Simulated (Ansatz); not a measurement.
**C3H3BrN−: geometry optimisation**

Aim: relax C3H3BrN− at this level.

Method: RKS CAM-B3LYP-D4/def2-SVPD; program: Ansatz 0.2.0.

2 further runs of the same task are left out: 2 set aside as unsound or not needed.

## 1. Where the work starts

8 atoms, charge -1, spin multiplicity 1.

Atoms are counted from 1 here; the program's logs count them from 0.

Bond lengths: C2–C3 1.362 Å, C2–H6 1.096 Å, C2–H7 1.095 Å, C3–C4 1.423 Å, C3–H8 1.102 Å, C4–N5 1.178 Å. Angles: C3–C2–H6 122.1°, C3–C2–H7 121.3°, H6–C2–H7 116.6°, C2–C3–C4 124.4°, C2–C3–H8 120.3°, C4–C3–H8 115.3°, C3–C4–N5 177.5°.

Coordinates:

```xyz
8
charge -1, multiplicity 1
Br    2.45682   -1.17466   -1.91946
C     0.54399    0.50967   -0.21589
C    -0.30933    0.01240    0.72267
C    -1.70405   -0.18442    0.51728
N    -2.86624   -0.33348    0.39610
H     0.20250    0.80920   -1.21367
H     1.60695    0.65581    0.00199
H     0.06935   -0.29442    1.71099
```

## 2. Relaxation

File input.yaml:

```yaml
crystal:
  periodic: [false, false, false]
  atoms:
    - { symbol: Br, position_ang: [2.456823, -1.174659, -1.919456] }
    - { symbol: C, position_ang: [0.543994, 0.509667, -0.215894] }
    - { symbol: C, position_ang: [-0.309332, 0.012401, 0.722666] }
    - { symbol: C, position_ang: [-1.704054, -0.184418, 0.517282] }
    - { symbol: "N", position_ang: [-2.866242, -0.333483, 0.396099] }
    - { symbol: H, position_ang: [0.202505, 0.809204, -1.21367] }
    - { symbol: H, position_ang: [1.606952, 0.655806, 0.001986] }
    - { symbol: H, position_ang: [0.069354, -0.29442, 1.710986] }
total_charge: -1
basis:
  gaussian: { orbitals: def2-SVPD }
hamiltonian:
  xc: { name: CAM-B3LYP }
  dispersion: d4
output:
  forces: true
relax:
  f_tol: 0.003
  max_steps: 120
```

Started as:

```
$ ansatz run input.yaml --threads 1 --pin off --max-ram 2560MiB --backend cpu --events-out ev --progress --plain --runs-dir out
```

**Question.** What will these runs give? Wanted: energy gained; root mean square move.

As calculated:

```
             quantity      value
        energy gained  0.2200 eV
root mean square move    1.023 Å
```

In words: Bond lengths: C2–C3 1.334 Å, C2–H6 1.091 Å, C2–H7 1.093 Å, C3–C4 1.434 Å, C3–H8 1.096 Å, C4–N5 1.156 Å. Angles: C3–C2–H6 121.9°, C3–C2–H7 117.4°, H6–C2–H7 120.7°, C2–C3–C4 122.7°, C2–C3–H8 118.4°, C4–C3–H8 118.8°, C3–C4–N5 179.3°. No frequencies were computed here.
